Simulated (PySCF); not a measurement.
# CCSDT/STO-3G run of SiHBr (SMILES [SiH]Br)

Aim: the vertical ionisation energy of SiHBr at CCSDT/STO-3G, from 2 runs. 

The calculation is run with PySCF 2.14.0.

6 further runs of the same task are left out: 6 set aside as unsound or not needed.

## Step 1: Starting point

The species is SiHBr (3 atoms), meant as a singlet with charge 0. SMILES: `[SiH]Br`. Geometry: relaxed at PBE0-D4/def2-TZVP.

Bond lengths: Si1–Br2 2.245 Å, Si1–H3 1.527 Å. Angles: Br2–Si1–H3 94.0°.

## Step 2: A single-point energy at CCSDT/STO-3G

The input, input.xyz:

```xyz
3

Si    -0.624700     0.521900    -0.296100
Br     1.340900     0.401500     0.781400
H     -0.727100    -0.988300    -0.498600
```

The input, calc.py:

```python
from pyscf import gto, scf, cc

molecule = gto.M(
    atom='input.xyz',
    max_memory=1860,
    charge=0,
    verbose=4,
    spin=0,
    basis='sto-3g',
)

mf = scf.RHF(molecule)
mf.conv_tol = 1e-10
mf.kernel()
if not mf.converged:
    mf = mf.newton().run(mf.mo_coeff, mf.mo_occ)

mycc = cc.CCSDT(mf, frozen=14)
mycc.kernel()
etot = mycc.e_tot
print('E(%s) = %.9f' % ('CCSDT', etot))
```

The run is started by

```bash
$ OMP_NUM_THREADS=1 python calc.py
```

Standard output:

```text
PySCF version 2.14.0

[INPUT] num. atoms = 3
[INPUT] num. electrons = 50
[INPUT] charge = 0
[INPUT] spin (= nelec alpha-beta = 2S) = 0
[INPUT] symmetry False subgroup None
[INPUT] Mole.unit = angstrom
[INPUT] Symbol           X                Y                Z      unit          X                Y                Z       unit  Magmom
[INPUT]  1 Si    -0.624700000000   0.521900000000  -0.296100000000 AA   -1.180511910016   0.986248064411  -0.559547905484 Bohr   0.0
[INPUT]  2 Br     1.340900000000   0.401500000000   0.781400000000 AA    2.533933760429   0.758725039013   1.476631993735 Bohr   0.0
[INPUT]  3 H     -0.727100000000  -0.988300000000  -0.498600000000 AA   -1.374019865171  -1.867616328908  -0.942217445708 Bohr   0.0

nuclear repulsion = 126.973584231117
number of shells = 14
number of NR pGTOs = 84
number of NR cGTOs = 28
basis = sto-3g
ecp = {}

[... 37 lines left out ...]
converged SCF energy = -2830.83146842985
[... 16 lines left out ...]
WARN: A large `blksize` is being used, which may cause large memory consumption
[... 12 lines left out ...]
Init t2, MP2 energy = -2830.867600767895  E_corr(MP2) -0.036132338045
[... 14 lines left out ...]
RCCSDT converged
[... 3 lines left out ...]
E(CCSDT) = -2830.885798806
```

Wall time 1.5 s (1 thread of Arm Neoverse V1, shared host); peak memory 0.1 GiB.

## Step 3: The doublet cation, same level

The input, run.py:

```python
from pyscf import gto, scf, cc

system = gto.Mole()
system.atom = '''
Si    -1.180512     0.986248    -0.559548
Br     2.533934     0.758725     1.476632
H     -1.374020    -1.867616    -0.942217
'''
system.charge = 1
system.unit = 'bohr'
system.basis = 'sto-3g'
system.max_memory = 1860
system.verbose = 4
system.spin = 1
system.build()

calc0 = scf.UHF(system)
calc0.conv_tol = 1e-10
calc0.kernel()
if not calc0.converged:
    calc0 = calc0.newton().run(calc0.mo_coeff, calc0.mo_occ)

mycc = cc.CCSDT(calc0, frozen=14)
mycc.kernel()
e_final = mycc.e_tot
print('E(%s) = %.9f' % ('CCSDT', e_final))
```

The run is started by

```bash
$ OMP_NUM_THREADS=1 python run.py
```

Standard output:

```text
PySCF version 2.14.0

[INPUT] num. atoms = 3
[INPUT] num. electrons = 49
[INPUT] charge = 1
[INPUT] spin (= nelec alpha-beta = 2S) = 1
[INPUT] symmetry False subgroup None
[INPUT] Mole.unit = bohr
[INPUT] Symbol           X                Y                Z      unit          X                Y                Z       unit  Magmom
[INPUT]  1 Si    -0.624700047618   0.521899965915  -0.296100050016 AA   -1.180512000000   0.986248000000  -0.559548000000 Bohr   0.0
[INPUT]  2 Br     1.340900126775   0.401499979355   0.781400003315 AA    2.533934000000   0.758725000000   1.476632000000 Bohr   0.0
[INPUT]  3 H     -0.727100071348  -0.988299825950  -0.498599764141 AA   -1.374020000000  -1.867616000000  -0.942217000000 Bohr   0.0

nuclear repulsion = 126.973575996061
number of shells = 14
number of NR pGTOs = 84
number of NR cGTOs = 28
basis = sto-3g
ecp = {}

[... 85 lines left out ...]
converged SCF energy = -2830.59997599229  <S^2> = 0.77355768  2S+1 = 2.0234205
[... 17 lines left out ...]
WARN: A large `blksize_v_aaa` is being used, which may cause large memory consumption
[... 3 lines left out ...]
WARN: A large `blksize_v_aab` is being used, which may cause large memory consumption
[... 10 lines left out ...]
Init t2, MP2 energy = -0.0431655804883729
[... 26 lines left out ...]
UCCSDT converged
[... 3 lines left out ...]
E(CCSDT) = -2830.669766306
```

It took 4.2 s on 1 thread of Arm Neoverse V1, shared host; peak memory 0.11 GiB.

## Step 4: Outcome

At CCSDT/STO-3G, 14 core orbitals frozen:

| quantity | value |
| --- | --- |
| singlet SiHBr: total energy | -2830.88580 Eh |
| singlet SiHBr: dipole moment (Hartree–Fock density) | 2.52 D |
| singlet SiHBr: HOMO energy (Hartree–Fock orbitals) | -6.62 eV |
| singlet SiHBr: LUMO energy (Hartree–Fock orbitals) | 4.96 eV |
| singlet SiHBr: HOMO–LUMO gap (Hartree–Fock orbitals) | 11.58 eV |
| singlet SiHBr: correlation energy (14 core orbitals frozen) | -54.3 mEh |
| singlet SiHBr: T1 diagnostic | 0.011 |
| doublet cation: total energy | -2830.66977 Eh |
| doublet cation: HOMO energy (Hartree–Fock orbitals) (highest over α and β) | -15.22 eV |
| doublet cation: LUMO energy (Hartree–Fock orbitals) (lowest over α and β) | -5.88 eV |
| doublet cation: correlation energy (14 core orbitals frozen) | -69.8 mEh |
| doublet cation: ⟨S²⟩ of the reference determinant | 0.774 |
| doublet cation: T1 diagnostic | 0.036 |
| vertical ionisation energy (to the doublet cation) | 5.879 eV |

**Reading.** The vertical ionisation energy comes to 5.88 eV (136 kcal/mol). In a minimal basis such a difference can be off by several eV, whatever the method. Mulliken charges (doublet cation) of the mean-field density run from +0.00 on H3 to +0.91 on Si1.
